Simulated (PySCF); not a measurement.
# C8H6N2: runs on many settings, part 1 of 2

Aim: see how C8H6N2 (`C=C(C#N)C(=C)C(=C)C#N`) answers to the choice of functional, basis, grid and SCF options.

Computed with PySCF 2.14.0, with density-fitted response routines of our own, on a single molecule, in the gas phase or a continuum. Atoms count from 0, in the outputs and in this text.

## (1) The molecule as given

16 atoms, charge 0, multiplicity 1; geometry from: GFN2-xTB.

Bonds of the start (Å): C0–C1 1.34, C1–C2 1.42, C2–N3 1.15, C1–C4 1.47, C4–C5 1.34, C4–C6 1.47, C6–C7 1.34, C6–C8 1.42, C8–N9 1.15, C0–H10 1.08, C0–H11 1.08, C5–H12 1.08, C5–H13 1.08, C7–H14 1.08, C7–H15 1.08.

## (2) Indirect couplings: LC-wPBE/pcseg-1

The job: settings as JSON, then the geometry in Å.

```
{"job": {"kind": "j", "xc": "LC-wPBE", "basis": "pcseg-1"}, "charge": 0, "multiplicity": 1}
C      1.393606     1.331262    -0.735834
C      1.257051     0.128957    -0.168642
C      2.410357    -0.550405     0.306232
N      3.340045    -1.091839     0.699652
C     -0.019050    -0.595936    -0.023537
C     -0.060870    -1.929542    -0.076485
C     -1.247099     0.194628     0.180689
C     -1.310846     1.355072     0.840402
C     -2.438726    -0.371729    -0.344790
N     -3.399825    -0.820853    -0.776922
H      0.549289     1.869787    -1.132097
H      2.359792     1.796958    -0.832865
H      0.832109    -2.516264    -0.211461
H     -0.989093    -2.468025     0.013667
H     -2.247889     1.868720     0.974149
H     -0.436449     1.808155     1.276431
```

Level: LC-wPBE/pcseg-1 indirect spin-spin coupling, non-relativistic, gas phase.

On the command line:

```sh
> OMP_NUM_THREADS=1 python probes_run.py task.json out
```

The driver reads the jobs from task.json and runs them one after another.

Log:

```text
coarse grid: 14536 points
cycle   1  E = -417.2405873985  dE =  2.129e+00  |g| = 7.290e-01  |ddm| = 4.620e+00
cycle   2  E = -417.1379320569  dE =  1.027e-01  |g| = 1.098e+00  |ddm| = 1.732e+00
cycle   3  E = -417.3912281311  dE = -2.533e-01  |g| = 4.869e-02  |ddm| = 9.550e-01
cycle   4  E = -417.3923643063  dE = -1.136e-03  |g| = 1.993e-02  |ddm| = 1.738e-01
cycle   5  E = -417.3924762184  dE = -1.119e-04  |g| = 9.737e-03  |ddm| = 4.059e-02
cycle   6  E = -417.3925041567  dE = -2.794e-05  |g| = 1.642e-03  |ddm| = 1.683e-02
cycle   7  E = -417.3925055137  dE = -1.357e-06  |g| = 6.803e-04  |ddm| = 4.690e-03
final grid: 143880 points
cycle   8  E = -417.4640067277  dE = -4.274e-05  |g| = 3.811e-03  |ddm| = 4.341e-02
cycle   9  E = -417.4640095386  dE = -2.811e-06  |g| = 2.832e-03  |ddm| = 7.947e-03
cycle  10  E = -417.4640111193  dE = -1.581e-06  |g| = 1.038e-03  |ddm| = 2.535e-03
cycle  11  E = -417.4640113571  dE = -2.378e-07  |g| = 1.932e-04  |ddm| = 1.045e-03
cycle  12  E = -417.4640113692  dE = -1.216e-08  |g| = 7.550e-05  |ddm| = 4.138e-04
cycle  13  E = -417.4640113707  dE = -1.482e-09  |g| = 1.742e-05  |ddm| = 1.168e-04
cycle  14  E = -417.4640113708  dE = -1.118e-10  |g| = 6.708e-06  |ddm| = 4.234e-05
converged SCF energy = -417.4640113708

Indirect spin-spin couplings (Hz)
  i      j    bonds     total        FC       PSO       DSO        SD
  0 C   10 H    1    166.330   166.173    -0.552     0.709         -
  0 C   11 H    1    168.535   168.386    -0.508     0.656         -
  0 C   12 H    4     -4.116    -4.132     0.276    -0.260         -
  0 C   13 H    4     -3.298    -3.254     0.306    -0.350         -
  0 C   14 H    5      1.201     1.279     0.107    -0.185         -
  0 C   15 H    5      1.752     1.560    -0.142     0.334         -
  1 C   10 H    2     -6.459    -4.587    -1.566    -0.306         -
  1 C   11 H    2     -8.488    -6.693    -1.441    -0.354         -
  1 C   12 H    3      9.938     9.895    -0.107     0.150         -
  1 C   13 H    3     12.138    12.307     0.221    -0.390         -
  1 C   14 H    4     -2.211    -2.089     0.135    -0.257         -
  1 C   15 H    4     -1.688    -1.896    -0.157     0.364         -
  2 C   10 H    3     13.788    13.902     0.288    -0.401         -
  2 C   11 H    3     10.407    10.223    -0.002     0.186         -
  2 C   12 H    4     -2.007    -2.231    -0.248     0.472         -
  2 C   13 H    4     -2.263    -2.186     0.155    -0.232         -
  2 C   14 H    5      0.580     0.646     0.147    -0.212         -
  2 C   15 H    5      0.764     0.715    -0.045     0.093         -
  3 N   10 H    4      0.533     0.435    -0.080     0.178         -
  3 N   11 H    4      0.917     0.761     0.090     0.066         -
  3 N   12 H    5     -0.191    -0.318     0.180    -0.053         -
  3 N   13 H    5     -0.226    -0.273    -0.061     0.108         -
  4 C   10 H    3      8.642     8.643    -0.140     0.138         -
  4 C   11 H    3     11.465    11.673     0.184    -0.391         -
  4 C   12 H    2     -7.664    -5.792    -1.566    -0.306         -
  4 C   13 H    2     -7.669    -5.796    -1.566    -0.306         -
  4 C   14 H    3     11.466    11.673     0.183    -0.391         -
  4 C   15 H    3      8.624     8.626    -0.139     0.137         -
  5 C   10 H    4     -4.371    -4.389     0.279    -0.261         -
  5 C   11 H    4     -3.956    -3.934     0.320    -0.341         -
  5 C   12 H    1    166.885   166.620    -0.467     0.733         -
  5 C   13 H    1    166.825   166.559    -0.467     0.733         -
  5 C   14 H    4     -3.959    -3.937     0.320    -0.341         -
  5 C   15 H    4     -4.371    -4.390     0.279    -0.261         -
  6 C   10 H    4     -1.687    -1.895    -0.158     0.366         -
  6 C   11 H    4     -2.207    -2.085     0.135    -0.257         -
  6 C   12 H    3     12.133    12.302     0.221    -0.389         -
  6 C   13 H    3      9.925     9.883    -0.107     0.149         -
  6 C   14 H    2     -8.521    -6.725    -1.444    -0.352         -
  6 C   15 H    2     -6.458    -4.586    -1.566    -0.306         -
  7 C   10 H    5      1.754     1.561    -0.142     0.335         -
  7 C   11 H    5      1.201     1.279     0.107    -0.185         -
  7 C   12 H    4     -3.300    -3.257     0.306    -0.350         -
  7 C   13 H    4     -4.116    -4.132     0.276    -0.260         -
  7 C   14 H    1    168.565   168.415    -0.506     0.656         -
  7 C   15 H    1    166.479   166.324    -0.554     0.709         -
  8 C   10 H    5      0.764     0.715    -0.045     0.094         -
  8 C   11 H    5      0.580     0.646     0.147    -0.212         -
  8 C   12 H    4     -2.264    -2.187     0.154    -0.232         -
  8 C   13 H    4     -2.008    -2.232    -0.248     0.472         -
  8 C   14 H    3     10.424    10.239    -0.003     0.188         -
  8 C   15 H    3     13.782    13.896     0.288    -0.402         -
  9 N   12 H    5     -0.226    -0.273    -0.061     0.108         -
  9 N   13 H    5     -0.191    -0.318     0.180    -0.053         -
  9 N   14 H    4      0.918     0.761     0.092     0.065         -
  9 N   15 H    4      0.533     0.436    -0.080     0.178         -
 10 H   11 H    2     -5.721    -4.915     2.472    -3.278         -
 10 H   12 H    5      1.460     1.833     0.737    -1.109         -
 10 H   13 H    5      1.514     1.857     0.680    -1.022         -
 10 H   14 H    6     -0.434    -0.398     0.103    -0.139         -
 11 H   12 H    5      1.695     2.015     0.644    -0.965         -
 11 H   13 H    5      1.935     2.404     0.910    -1.379         -
 11 H   14 H    6     -0.864    -0.519     0.710    -1.055         -
 11 H   15 H    6     -0.434    -0.399     0.102    -0.138         -
 12 H   13 H    2     -6.415    -5.679     2.404    -3.140         -
 12 H   14 H    5      1.936     2.405     0.910    -1.379         -
 12 H   15 H    5      1.514     1.857     0.680    -1.023         -
 13 H   14 H    5      1.697     2.017     0.644    -0.963         -
 13 H   15 H    5      1.461     1.833     0.737    -1.110         -
 14 H   15 H    2     -5.663    -4.852     2.475    -3.286         -
```

It took 1.7 min on 1 thread of Intel Xeon at 2.50GHz, shared host; peak memory 0.84 GiB.

A normal end doesn't make this result sound: the state lies near a triplet instability (lowest triplet Hessian root 0.035 Eh), which can inflate the couplings, so they are set aside.

## (3) TDDFT and polarisability: PBE0/def2-SVPD in acetonitrile

The job, as its differences from that of step 2:

```diff
@@ -1,2 +1,2 @@
-{"job": {"kind": "j", "xc": "LC-wPBE", "basis": "pcseg-1"}, "charge": 0, "multiplicity": 1}
+{"job": {"kind": "uv", "xc": "PBE0", "basis": "def2-SVPD", "solvent": "acetonitrile", "nstates": 12, "ntriplets": 5, "tda": false, "grid": 1, "scf": {"aux": "def2-universal-jkfit"}}, "charge": 0, "multiplicity": 1}
 C      1.393606     1.331262    -0.735834
```

Method: TDDFT PBE0/def2-SVPD, vertical, IEF-PCM acetonitrile (non-equilibrium linear response), core orbitals frozen in the response.

Log:

```text
final grid: 66512 points
cycle   1  E = -417.0197628401  dE =  1.512e+00  |g| = 5.144e-01  |ddm| = 9.373e+00
cycle   2  E = -416.8493041535  dE =  1.705e-01  |g| = 1.023e+00  |ddm| = 2.771e+00
cycle   3  E = -417.0828311221  dE = -2.335e-01  |g| = 9.185e-02  |ddm| = 1.797e+00
cycle   4  E = -417.0848812352  dE = -2.050e-03  |g| = 3.118e-02  |ddm| = 3.291e-01
cycle   5  E = -417.0851032470  dE = -2.220e-04  |g| = 1.135e-02  |ddm| = 9.310e-02
cycle   6  E = -417.0851362374  dE = -3.299e-05  |g| = 2.487e-03  |ddm| = 3.392e-02
cycle   7  E = -417.0851377308  dE = -1.493e-06  |g| = 7.248e-04  |ddm| = 7.820e-03
cycle   8  E = -417.0851378642  dE = -1.333e-07  |g| = 9.873e-05  |ddm| = 2.586e-03
cycle   9  E = -417.0851378659  dE = -1.700e-09  |g| = 6.715e-05  |ddm| = 4.738e-04
cycle  10  E = -417.0851378671  dE = -1.155e-09  |g| = 1.766e-05  |ddm| = 2.721e-04
cycle  11  E = -417.0851378671  dE = -5.741e-11  |g| = 1.020e-05  |ddm| = 5.598e-05
converged SCF energy = -417.0851378671

Static polarisability (au): isotropic 142.084, principal 97.810 150.746 177.697

Singlet excitations
state   eV       nm        f      main configurations
  1   4.4598    278.0   0.02289   H->L+1 0.96
  2   4.8724    254.5   0.21828   H->L 0.90, H-1->L+1 0.08
  3   5.8211    213.0   0.07863   H-1->L 0.94
  4   6.0892    203.6   0.39181   H-1->L+1 0.83
  5   6.2230    199.2   0.06652   H->L+2 0.73, H-2->L 0.22
  6   6.3518    195.2   0.00703   H->L+3 0.90
  7   6.4383    192.6   0.05760   H-2->L+1 0.72, H-3->L+1 0.11
  8   6.5790    188.5   0.00667   H-2->L 0.31, H-4->L+1 0.26, H-3->L 0.18
  9   6.8224    181.7   0.09696   H-3->L+1 0.47, H-4->L 0.24, H-2->L+1 0.20
 10   6.8323    181.5   0.00357   H-2->L 0.37, H-4->L+1 0.19, H-3->L 0.18
 11   6.9394    178.7   0.00241   H->L+5 0.64, H-1->L+3 0.20
 12   7.0471    175.9   0.00222   H->L+4 0.96

Triplet excitations (Tamm-Dancoff, eV): 2.9312 3.2723 4.2784 4.9839 5.5694
```

Wall time 2 min (1 thread of Intel Xeon at 2.50GHz, shared host); peak memory 1.1 GiB.

Frontier orbitals and where they lie:

```
orbital      eV                      atoms
 HOMO−3  -10.20  N3 23 %, N9 23 %, C2 17 %
 HOMO−2   -9.52  C4 17 %, N3 16 %, N9 16 %
 HOMO−1   -8.58  C7 15 %, C0 15 %, C6 14 %
   HOMO   -7.34  C5 24 %, C4 17 %, C0 12 %
   LUMO   -1.92  C5 19 %, C7 17 %, C0 16 %
 LUMO+1   -1.89  C0 17 %, C7 16 %, C1 12 %
 LUMO+2    0.00  C4 20 %, C5 14 %, N9 11 %
```

With each of the 12 states as a Gaussian band of 0.4 eV half-width at 1/e, the curve within the window shown has maxima at 255 nm (ε 9,200), 203 nm (ε 22,000) L/(mol cm). Beyond the last state computed it falls off for lack of states. The curve at chosen wavelengths:

nm, ε (L/mol/cm) and a bar:
```
      169        838 #
      175       3005 ####
      181       5802 ########
      187       8992 ############
      193      14397 ####################
      199      20270 ############################
      205      21520 ##############################
      212      15964 ######################
      218       9542 #############
      224       5086 #######
      230       3455 #####
      236       4153 ######
      242       6132 ########
      248       8132 ###########
      254       9141 #############
      260       8816 ############
      266       7474 ##########
      272       5715 ########
      278       4040 #####
      285       2513 ###
      291       1606 ##
      297        998 #
      303        607 #
      309        360 
      315        208 
      321        117
```

Ground-state properties from the same run:

```
           property  computed
  dipole moment (D)      4.95
polarisability (Å³)     21.05
 HOMO–LUMO gap (eV)      5.42
      −ε(HOMO) (eV)      7.34
```

## (4) NMR shieldings: mPW1PW91/pcSseg-0 in tetrahydrofuran

The job, as its differences from that of step 3:

```diff
@@ -1,2 +1,2 @@
-{"job": {"kind": "uv", "xc": "PBE0", "basis": "def2-SVPD", "solvent": "acetonitrile", "nstates": 12, "ntriplets": 5, "tda": false, "grid": 1, "scf": {"aux": "def2-universal-jkfit"}}, "charge": 0, "multiplicity": 1}
+{"job": {"kind": "nmr", "xc": "mPW1PW91", "basis": "pcSseg-0", "solvent": "tetrahydrofuran", "pop": false}, "charge": 0, "multiplicity": 1}
 C      1.393606     1.331262    -0.735834
```

Level: GIAO mPW1PW91/pcSseg-0 NMR shielding, non-relativistic, IEF-PCM tetrahydrofuran.

Log:

```text
coarse grid: 14536 points
cycle   1  E = -416.8200531844  dE =  1.560e+00  |g| = 4.922e-01  |ddm| = 4.746e+00
cycle   2  E = -416.6277438657  dE =  1.923e-01  |g| = 1.072e+00  |ddm| = 2.059e+00
cycle   3  E = -416.8812290902  dE = -2.535e-01  |g| = 5.043e-02  |ddm| = 1.147e+00
cycle   4  E = -416.8816240136  dE = -3.949e-04  |g| = 3.430e-02  |ddm| = 8.252e-02
cycle   5  E = -416.8818859345  dE = -2.619e-04  |g| = 1.095e-02  |ddm| = 4.298e-02
cycle   6  E = -416.8819165011  dE = -3.057e-05  |g| = 1.625e-03  |ddm| = 1.621e-02
cycle   7  E = -416.8819171629  dE = -6.618e-07  |g| = 4.262e-04  |ddm| = 2.626e-03
final grid: 143880 points
cycle   8  E = -416.8392301556  dE = -3.301e-05  |g| = 3.044e-03  |ddm| = 3.396e-02
cycle   9  E = -416.8392307952  dE = -6.396e-07  |g| = 2.664e-03  |ddm| = 6.655e-03
cycle  10  E = -416.8392324935  dE = -1.698e-06  |g| = 9.454e-04  |ddm| = 3.563e-03
cycle  11  E = -416.8392326749  dE = -1.814e-07  |g| = 2.291e-04  |ddm| = 1.108e-03
cycle  12  E = -416.8392326852  dE = -1.034e-08  |g| = 6.572e-05  |ddm| = 2.902e-04
cycle  13  E = -416.8392326862  dE = -9.402e-10  |g| = 3.095e-05  |ddm| = 1.135e-04
converged SCF energy = -416.8392326862

GIAO shielding tensors (ppm)
atom      isotropic    diamagn.    paramagn.     s11        s22        s33       span
  0 C       39.219     251.174    -211.954    -87.214     27.494    177.378    264.591
  1 C       63.756     258.102    -194.346    -47.460     87.895    150.832    198.291
  2 C       59.276     277.879    -218.603    -64.365    -50.858    293.050    357.415
  3 N      -38.195     320.753    -358.948   -190.652   -168.388    244.453    435.105
  4 C       45.441     259.493    -214.051    -65.603     52.419    149.508    215.111
  5 C       57.327     254.724    -197.397    -45.906     47.846    170.042    215.949
  6 C       63.745     258.094    -194.349    -47.490     87.889    150.837    198.326
  7 C       39.221     251.146    -211.925    -87.297     27.598    177.361    264.658
  8 C       59.265     277.895    -218.631    -64.404    -50.856    293.055    357.458
  9 N      -38.130     320.746    -358.876   -190.485   -168.357    244.452    434.936
 10 H       26.303      29.910      -3.607     22.524     25.787     30.598      8.074
 11 H       26.054      27.688      -1.634     22.270     26.207     29.684      7.413
 12 H       26.621      31.193      -4.572     23.722     26.198     29.943      6.222
 13 H       26.624      31.192      -4.568     23.724     26.202     29.945      6.222
 14 H       26.052      27.687      -1.636     22.257     26.200     29.698      7.441
 15 H       26.301      29.891      -3.590     22.519     25.791     30.594      8.075
```

It took 27 s on 1 thread of Intel Xeon at 2.50GHz, shared host; peak memory 0.66 GiB.

No reference compound was run at this level, so shieldings alone are listed. Atoms listed in one row are averaged.

```
   atoms                         environment  σ (ppm)
  C0, C7                terminal =CH2 carbon     39.2
      C4     fully substituted alkene carbon     45.4
      C5                terminal =CH2 carbon     57.3
  C2, C8                      nitrile carbon     59.3
  C1, C6     fully substituted alkene carbon     63.8
H11, H14  hydrogen on a terminal =CH2 carbon    26.05
H10, H15  hydrogen on a terminal =CH2 carbon    26.30
H12, H13  hydrogen on a terminal =CH2 carbon    26.62
  N3, N9                    nitrile nitrogen    -38.2
```

(Continued in part 2 of 2.)
